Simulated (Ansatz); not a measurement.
**CH7BSSi: one species, many methods**

The task here is to estimate one member of a computed series from the others.

Program: Ansatz 0.2.0, Gaussian basis. Level of theory: functionals in def2-TZVPP, the program's frozen cores in correlated methods. These are calculated values, not measurements.

Plan: LDA (SPW92), PBE-D4, revPBE-D4, BLYP-D4, r2SCAN-D4, B97M-V, PBE0-D4, B3LYP-D4, r2SCANh-D4, r2SCAN0-D4, HSE06-D4, BHLYP-D4, CAM-B3LYP-D4, LC-ωPBE, ωB97X-V, ωB97M-V, B2PLYP, PBE-QIDH; CCSD(T)/def2-SVP; CCSD(T)/def2-TZVPP; MP2/def2-QZVPP; extrapolation to the limit; RPA on PBE.

## Structure used throughout

An earlier PBE0-D4 in a triple-zeta def2 set relaxation fixed the geometry.

11 atoms, charge 0, spin multiplicity 1.

Atoms are counted from 1 here; the program's logs count them from 0.

Bond lengths: B1–C2 1.567 Å, B1–S4 2.049 Å, B1–H5 1.197 Å, B1–H6 1.198 Å, C2–Si3 1.868 Å, C2–S4 1.846 Å, C2–H7 1.088 Å, Si3–H8 1.488 Å, Si3–H9 1.486 Å, Si3–H10 1.486 Å, S4–H11 1.343 Å. Angles: C2–B1–S4 59.6°, C2–B1–H5 119.6°, C2–B1–H6 118.7°, S4–B1–H5 109.9°, S4–B1–H6 107.7°, H5–B1–H6 120.7°, B1–C2–Si3 120.6°, B1–C2–S4 73.3°, B1–C2–H7 119.1°, Si3–C2–S4 111.2°, Si3–C2–H7 114.4°, S4–C2–H7 109.4°, C2–Si3–H8 111.8°, C2–Si3–H9 108.7°, C2–Si3–H10 108.4°, H8–Si3–H9 109.1°, H8–Si3–H10 109.0°, H9–Si3–H10 109.8° and more.

Coordinates:

```mol
CH7BSSi
  3D, bonds by distance, orders not assigned

 11 11  0  0  0  0  0  0  0  0999 V2000
   -1.1076    0.9498    0.1936 B   0  0
   -0.0903   -0.0155   -0.5061 C   0  0
    1.6121   -0.2889    0.2132 Si  0  0
   -1.3461   -1.0808    0.3270 S   0  0
   -2.0036    1.4250   -0.4416 H   0  0
   -0.8503    1.3594    1.2892 H   0  0
   -0.1524   -0.1583   -1.5829 H   0  0
    2.2280   -1.5475   -0.2875 H   0  0
    1.4981   -0.3599    1.6927 H   0  0
    2.4746    0.8579   -0.1719 H   0  0
   -2.1973   -1.1981   -0.7053 H   0  0
  1  2  8  0
  1  4  8  0
  1  5  8  0
  1  6  8  0
  2  3  8  0
  2  4  8  0
  2  7  8  0
  3  8  8  0
  3  9  8  0
  3 10  8  0
  4 11  8  0
M  END
```

The first run:

in.yaml

```yaml
crystal:
  periodic: [false, false, false]
  atoms:
    - {symbol: B, position_ang: [-1.107610, 0.949760, 0.193567]}
    - {symbol: C, position_ang: [-0.090267, -0.015470, -0.506096]}
    - {symbol: Si, position_ang: [1.612069, -0.288948, 0.213243]}
    - {symbol: S, position_ang: [-1.346069, -1.080828, 0.327035]}
    - {symbol: H, position_ang: [-2.003626, 1.425010, -0.441586]}
    - {symbol: H, position_ang: [-0.850255, 1.359418, 1.289178]}
    - {symbol: H, position_ang: [-0.152391, -0.158261, -1.582934]}
    - {symbol: H, position_ang: [2.227970, -1.547526, -0.287502]}
    - {symbol: H, position_ang: [1.498108, -0.359944, 1.692673]}
    - {symbol: H, position_ang: [2.474629, 0.857937, -0.171870]}
    - {symbol: H, position_ang: [-2.197258, -1.198149, -0.705308]}
basis:
  gaussian: {orbitals: def2-TZVPP}
hamiltonian: {xc: lda}
output: {orbitals: {seedname: orbitals}}
```

Launch:

```sh
> ansatz run in.yaml --threads 2 --pin off --events-out ev --progress --plain --max-ram 4352MiB
```

Steps of the session up to this table: LDA; PBE-D4 (GGA); revPBE-D4 (GGA); BLYP-D4 (GGA); r2SCAN-D4 (meta-GGA); B97M-V (meta-GGA); B3LYP-D4 (hybrid); r2SCANh-D4 (hybrid); r2SCAN0-D4 (hybrid); HSE06-D4 (hybrid); BHLYP-D4 (hybrid); CAM-B3LYP-D4 (range-separated); LC-ωPBE (range-separated); ωB97X-V (range-separated); ωB97M-V (range-separated); B2PLYP (double hybrid); PBE-QIDH (double hybrid).

One of the session's tables, all rows but one given; the rest of the session is left out.

It belongs to the step «Orbital energies across the functionals». 

```
  functional  HOMO (eV)  gap (eV)
 LDA (SPW92)      -6.90      5.31
      PBE-D4      -6.76      5.37
   revPBE-D4      -6.71      5.40
     BLYP-D4      -6.60      5.33
   r2SCAN-D4      -6.99      5.91
      B97M-V      -7.11      5.88
     PBE0-D4      -7.93      7.50
    B3LYP-D4      -7.70      7.03
  r2SCANh-D4      -7.42      6.69
  r2SCAN0-D4          ?         ?
    HSE06-D4      -7.53      6.72
    BHLYP-D4      -8.95      9.48
CAM-B3LYP-D4      -9.22      9.84
     LC-ωPBE     -10.58     12.41
     ωB97X-V     -10.22     11.89
     ωB97M-V     -10.09     11.48
```

Q: Estimate the row for r2SCAN0-D4 from the others.

Worked estimate for «HOMO (eV)». Against the share of exact exchange, r2SCAN-D4 (0, -6.99), r2SCANh-D4 (0.1, -7.42) give a slope of -4.30 per unit share; at 0.25 the line stands at -8.06.

**Answer.** HOMO (eV): -8.07; gap (eV): 7.86. In «HOMO (eV)» the line misses by +0.01.
